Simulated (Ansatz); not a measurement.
# H2CO: the cost of one run

All numbers below are computed with Ansatz 0.2.0 (DFT PBE+D3(BJ), plane waves, PAW, scalar-relativistic, no spin polarisation).

### 1 The structure to begin with

The cell holds 24 atoms (C6H12O6): a = 7.153 Å, b = 7.153 Å, c = 7.153 Å, α = 90.00°, β = 90.00°, γ = 90.00°.

The coordinates stand in the first input below.

### 2 Preparing the start

Contents of input.yaml:

```yaml
accuracy: low
crystal:
  lattice:
    - [7.15309, 0.0, 0.0]
    - [0.0, 7.15309, 0.0]
    - [0.0, 0.0, 7.15309]
  atoms:
    - { symbol: O, position: [0.1687651, 0.5429623, 0.8091661] }
    - { symbol: C, position: [0.2808154, 0.6025984, 0.6952232] }
    - { symbol: H, position: [0.3767755, 0.7190288, 0.7275654] }
    - { symbol: H, position: [0.2927717, 0.5436037, 0.553142] }
    - { symbol: O, position: [0.2647104, 1.0425708, 0.4105948] }
    - { symbol: C, position: [0.1614871, 0.9476925, 0.3134467] }
    - { symbol: H, position: [0.0148352, 0.9873121, 0.286356] }
    - { symbol: H, position: [0.2087241, 0.8166949, 0.2469733] }
    - { symbol: O, position: [0.6832531, 0.6196474, 1.1199569] }
    - { symbol: C, position: [0.7688901, 0.6005536, 0.9736816] }
    - { symbol: H, position: [0.7303281, 0.6770469, 0.8453378] }
    - { symbol: H, position: [0.8899295, 0.5056708, 0.9611469] }
    - { symbol: O, position: [0.6464753, 0.4387544, 0.662868] }
    - { symbol: C, position: [0.6340181, 0.2711891, 0.6922178] }
    - { symbol: H, position: [0.5503571, 0.1780046, 0.6020629] }
    - { symbol: H, position: [0.7056814, 0.2029905, 0.8106396] }
    - { symbol: O, position: [0.9032542, 0.9851965, 0.6436748] }
    - { symbol: C, position: [0.9532081, 0.9293986, 0.7969259] }
    - { symbol: H, position: [0.8523654, 0.890109, 0.9069145] }
    - { symbol: H, position: [1.1021618, 0.9149488, 0.8345345] }
    - { symbol: O, position: [0.5000012, 0.105862, 1.0334238] }
    - { symbol: C, position: [0.3793186, 0.1845215, 0.9420834] }
    - { symbol: H, position: [0.3935243, 0.3311645, 0.8962093] }
    - { symbol: H, position: [0.2488827, 0.113636, 0.8999868] }
basis:
  ecutwfc: 420.0
kpoints:
  mp_grid: { grid: [1, 1, 1] }
hamiltonian:
  xc: pbe
  dispersion: d3bj
scf:
  occupations: { method: fermi_dirac, width: 0.02 }
  lower_state_search: "off"
relax:
  f_tol: 0.3
  max_steps: 15
  adjacent_minimum: "off"
```

Launch:

```sh
$ ansatz run input.yaml --threads 1 --pin off --max-ram 3072MiB --backend cpu --events-out ev --progress --plain --runs-dir out
```

**Question.** How long does this run take on 1 thread of Arm Neoverse V1, shared host, and how much memory does it need?

About 14 s, with a peak of 0.37 GiB.
